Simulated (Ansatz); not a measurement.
# C2H5Ga: one species, many methods

An exercise on one series of results from a longer session: the logs are not shown, and one member is left open.

The runs use Ansatz 0.2.0, Gaussian basis; functionals in def2-TZVPP, the program's frozen cores in correlated methods.

Plan: LDA (SPW92), PBE-D4, revPBE-D4, BLYP-D4, r2SCAN-D4, B97M-V, PBE0-D4, B3LYP-D4, r2SCANh-D4, r2SCAN0-D4, HSE06-D4, BHLYP-D4, CAM-B3LYP-D4, LC-ωPBE, ωB97X-V, ωB97M-V, B2PLYP, PBE-QIDH; CCSD(T)/def2-SVP; CCSD(T)/def2-TZVPP; MP2/def2-QZVPP; extrapolation to the limit; RPA on PBE.

### The geometry

All runs share one geometry, relaxed beforehand with PBE0-D4 in a triple-zeta def2 set.

SMILES `C=[CH][GaH2]`, 8 atoms, charge 0, spin multiplicity 1.

Atoms are counted from 1 here; the program's logs count them from 0.

Bond lengths: C1–C2 1.334 Å, C1–H4 1.088 Å, C1–H5 1.089 Å, C2–Ga3 1.950 Å, C2–H6 1.089 Å, Ga3–H7 1.572 Å, Ga3–H8 1.569 Å. Angles: C2–C1–H4 121.7°, C2–C1–H5 122.7°, H4–C1–H5 115.6°, C1–C2–Ga3 120.5°, C1–C2–H6 117.7°, Ga3–C2–H6 121.8°, C2–Ga3–H7 116.7°, C2–Ga3–H8 122.0°, H7–Ga3–H8 121.3°.

Set-up of the first run:

in.yaml reads:

```yaml
crystal:
  periodic: [false, false, false]
  atoms:
    - {symbol: C, position_ang: [-0.547278, 1.051877, -0.727256]}
    - {symbol: C, position_ang: [-0.430953, 0.357416, 0.405617]}
    - {symbol: Ga, position_ang: [0.744898, -1.195277, 0.498988]}
    - {symbol: H, position_ang: [0.002903, 0.778760, -1.624968]}
    - {symbol: H, position_ang: [-1.193124, 1.923430, -0.818210]}
    - {symbol: H, position_ang: [-1.012234, 0.689191, 1.264354]}
    - {symbol: H, position_ang: [1.528502, -1.568262, -0.811694]}
    - {symbol: H, position_ang: [0.907287, -2.037115, 1.813149]}
basis:
  gaussian: {orbitals: def2-TZVPP}
hamiltonian: {xc: lda}
output: {orbitals: {seedname: orbitals}}
```

The run is started by

```console
> ansatz run in.yaml --threads 4 --pin off --events-out ev --progress --plain --max-ram 10444MiB
```

Among the steps run: LDA; PBE-D4 (GGA); revPBE-D4 (GGA); BLYP-D4 (GGA); r2SCAN-D4 (meta-GGA); B97M-V (meta-GGA); B3LYP-D4 (hybrid); r2SCANh-D4 (hybrid); r2SCAN0-D4 (hybrid); HSE06-D4 (hybrid); BHLYP-D4 (hybrid); CAM-B3LYP-D4 (range-separated); LC-ωPBE (range-separated); ωB97X-V (range-separated); ωB97M-V (range-separated); B2PLYP (double hybrid); PBE-QIDH (double hybrid).

One table of the session follows, with a row left open; its other results are not shown here.

It belongs to the step «Orbital energies across the functionals». 

| functional | HOMO (eV) | LUMO (eV) | gap (eV) |
| --- | --- | --- | --- |
| LDA (SPW92) | -6.88 | -2.86 | 4.02 |
| PBE-D4 | -6.79 | -2.59 | 4.19 |
| revPBE-D4 | -6.74 | -2.48 | 4.26 |
| BLYP-D4 | -6.69 | -2.52 | 4.17 |
| r2SCAN-D4 | -7.05 | -2.37 | 4.68 |
| B97M-V | -7.15 | -2.50 | 4.64 |
| PBE0-D4 | -8.04 | -1.74 | 6.29 |
| B3LYP-D4 | -7.84 | -2.01 | 5.84 |
| r2SCANh-D4 | -7.51 | -2.06 | 5.45 |
| r2SCAN0-D4 | -8.21 | -1.62 | 6.60 |
| HSE06-D4 | -7.64 | -2.11 | 5.52 |
| BHLYP-D4 | ? | ? | ? |
| CAM-B3LYP-D4 | -9.41 | -0.82 | 8.59 |
| LC-ωPBE | -10.74 | 0.35 | 11.10 |
| ωB97X-V | -10.40 | 0.23 | 10.63 |
| ωB97M-V | -10.24 | 0.03 | 10.28 |

Q: Estimate the row for BHLYP-D4 from the others.

Worked estimate for «HOMO (eV)». Against the share of exact exchange, BLYP-D4 (0, -6.69), B3LYP-D4 (0.2, -7.84) give a slope of -5.75 per unit share; at 0.5 the line stands at -9.56.

As computed: HOMO (eV): -9.02; LUMO (eV): -0.93; gap (eV): 8.09. In «HOMO (eV)» the line misses by -0.54.
